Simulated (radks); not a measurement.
# Cr with its nuclear charge varied continuously

One table from this session's results is given with a row withheld; the runs are named, their logs left out.

The numbers are computed with radks (a radial shooting solver on a logarithmic mesh, Libxc functionals) version 1 (Dirac Kohn-Sham, PBE, spin-unpolarised, spherical densities, finite nucleus; open shells are shared between the two j in proportion to 2j + 1), except any that are marked as measured or tabulated.

## Starting point

```
element            : chromium (Z = 24)
charge             : 0
electrons          : 24
configuration      : [Ar] 3d5 4s1
nuclear rms radius : 3.6452 fm
```

The outer shells:

Cr
```
[Ar] core
3d [↑ ][↑ ][↑ ][↑ ][↑ ]
4s [↑ ]
```

Set-up of the first run:

Settings of this run:

```text
Z 24
configuration [Ar] 3d5 4s1
relativity Dirac
functional pbe,pbe
spin unpolarised
j_filling average
nucleus finite rms 3.6452 fm
c 137.035999084
```

Steps of the session up to this table: Z = 24.

One of the session's tables, all rows but one given; the rest of the session is left out.

It belongs to the step «Z = 24». Sizes of the orbitals, from the radial functions (bohr):

| level | <r> | outermost maximum (interpolated) | 90 % within | nodes |
| --- | --- | --- | --- | --- |
| 2p1/2 | 0.2579 | 0.196 | 0.424 | 0 |
| 2p3/2 | ? | ? | ? | ? |
| 3s1/2 | 0.9018 | 0.777 | 1.35 | 2 |
| 3p1/2 | 0.9599 | 0.794 | 1.48 | 1 |
| 3p3/2 | 0.9690 | 0.801 | 1.50 | 1 |
| 4s1/2 | 3.436 | 2.75 | 5.29 | 3 |
| 3d3/2 | 1.509 | 0.838 | 2.80 | 0 |
| 3d5/2 | 1.521 | 0.841 | 2.82 | 0 |

Q: Estimate the row for 2p3/2 from the others.

As computed: <r>: 0.2608; outermost maximum (interpolated): 0.198; 90 % within: 0.428; nodes: 0. In the column «<r>» it lies between 2p1/2 (0.2579) and 3s1/2 (0.9018).
